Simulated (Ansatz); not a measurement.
# ClGeH6NSi: a ladder of functionals and wavefunction methods

An exercise on one series of results from a longer session: the logs are not shown, and one member is left open.

Program: Ansatz 0.2.0, Gaussian basis. Level of theory: functionals in def2-TZVPP, the program's frozen cores in correlated methods. These are calculated values, not measurements.

The runs, in order: LDA (SPW92), PBE-D4, revPBE-D4, BLYP-D4, r2SCAN-D4, B97M-V, PBE0-D4, B3LYP-D4, r2SCANh-D4, r2SCAN0-D4, HSE06-D4, BHLYP-D4, CAM-B3LYP-D4, LC-ωPBE, ωB97X-V, ωB97M-V, B2PLYP, PBE-QIDH; CCSD(T)/def2-SVP; CCSD(T)/def2-TZVPP; MP2/def2-QZVPP; extrapolation to the limit; RPA on PBE.

**Structure used throughout**

The geometry comes from an earlier relaxation with PBE0-D4 in a triple-zeta def2 set; it is a stationary point, not always the lowest conformer.

SMILES `N[SiH2][GeH2][Cl]`, 10 atoms, charge 0, spin multiplicity 1.

Atoms are counted from 1 here; the program's logs count them from 0.

Bond lengths: N1–Si2 1.717 Å, N1–H5 1.008 Å, N1–H6 1.009 Å, Si2–Ge3 2.396 Å, Si2–H7 1.485 Å, Si2–H8 1.486 Å, Ge3–Cl4 2.184 Å, Ge3–H9 1.541 Å, Ge3–H10 1.540 Å. Angles: Si2–N1–H5 118.8°, Si2–N1–H6 118.5°, H5–N1–H6 110.4°, N1–Si2–Ge3 112.5°, N1–Si2–H7 109.8°, N1–Si2–H8 108.3°, Ge3–Si2–H7 106.2°, Ge3–Si2–H8 109.6°, H7–Si2–H8 110.5°, Si2–Ge3–Cl4 102.7°, Si2–Ge3–H9 115.8°, Si2–Ge3–H10 117.6°, Cl4–Ge3–H9 104.9°, Cl4–Ge3–H10 105.5°, H9–Ge3–H10 108.8°.

Coordinates:

```mol
ClGeH6NSi
  3D, bonds by distance, orders not assigned

 10  9  0  0  0  0  0  0  0  0999 V2000
   -1.7117    0.1238   -0.7217 N   0  0
   -0.3749   -0.8849   -0.3413 Si  0  0
    1.3714    0.2977    0.7950 Ge  0  0
    1.5689    2.1200   -0.3917 Cl  0  0
   -2.3995    0.3084   -0.0085 H   0  0
   -1.5479    0.9513   -1.2755 H   0  0
    0.2283   -1.4146   -1.5910 H   0  0
   -0.8609   -1.9988    0.5143 H   0  0
    1.0359    0.7851    2.2174 H   0  0
    2.7735   -0.3390    0.8058 H   0  0
  1  2  8  0
  2  3  8  0
  3  4  8  0
  1  5  8  0
  1  6  8  0
  2  7  8  0
  2  8  8  0
  3  9  8  0
  3 10  8  0
M  END
```

Set-up of the first run:

in.yaml reads:

```yaml
crystal:
  periodic: [false, false, false]
  atoms:
    - {symbol: N, position_ang: [-1.711696, 0.123835, -0.721659]}
    - {symbol: Si, position_ang: [-0.374883, -0.884880, -0.341346]}
    - {symbol: Ge, position_ang: [1.371387, 0.297730, 0.795024]}
    - {symbol: Cl, position_ang: [1.568902, 2.119992, -0.391714]}
    - {symbol: H, position_ang: [-2.399518, 0.308383, -0.008451]}
    - {symbol: H, position_ang: [-1.547931, 0.951256, -1.275489]}
    - {symbol: H, position_ang: [0.228268, -1.414628, -1.590965]}
    - {symbol: H, position_ang: [-0.860864, -1.998840, 0.514324]}
    - {symbol: H, position_ang: [1.035940, 0.785065, 2.217434]}
    - {symbol: H, position_ang: [2.773496, -0.339014, 0.805843]}
basis:
  gaussian: {orbitals: def2-TZVPP}
hamiltonian: {xc: lda}
output: {orbitals: {seedname: orbitals}}
```

Launch:

```
ansatz run in.yaml --threads 4 --pin off --events-out ev --progress --plain --max-ram 10444MiB
```

Steps of the session up to this table: LDA; PBE-D4 (GGA); revPBE-D4 (GGA); BLYP-D4 (GGA); r2SCAN-D4 (meta-GGA); B97M-V (meta-GGA); PBE0-D4 (hybrid); B3LYP-D4 (hybrid); r2SCANh-D4 (hybrid); r2SCAN0-D4 (hybrid); HSE06-D4 (hybrid); BHLYP-D4 (hybrid); CAM-B3LYP-D4 (range-separated); LC-ωPBE (range-separated); ωB97X-V (range-separated); ωB97M-V (range-separated); B2PLYP (double hybrid); PBE-QIDH (double hybrid).

One of the session's tables, all rows but one given; the rest of the session is left out.

It belongs to the step «Frontier levels by functional». 

```
  functional  HOMO (eV)  gap (eV)
 LDA (SPW92)      -6.15      4.36
      PBE-D4      -6.03      4.49
   revPBE-D4      -5.98      4.55
     BLYP-D4      -5.91      4.51
   r2SCAN-D4      -6.31      5.03
      B97M-V      -6.43      5.06
     PBE0-D4          ?         ?
    B3LYP-D4      -7.05      6.14
  r2SCANh-D4      -6.76      5.77
  r2SCAN0-D4      -7.44      6.88
    HSE06-D4      -6.86      5.77
    BHLYP-D4      -8.38      8.55
CAM-B3LYP-D4      -8.56      8.86
     LC-ωPBE      -9.86     11.31
     ωB97X-V      -9.53     10.84
     ωB97M-V      -9.37     10.43
```

**Question.** Estimate the row for PBE0-D4.

The run gave: HOMO (eV): -7.25; gap (eV): 6.54. In the column «HOMO (eV)» it lies between r2SCAN0-D4 (-7.44) and B3LYP-D4 (-7.05).
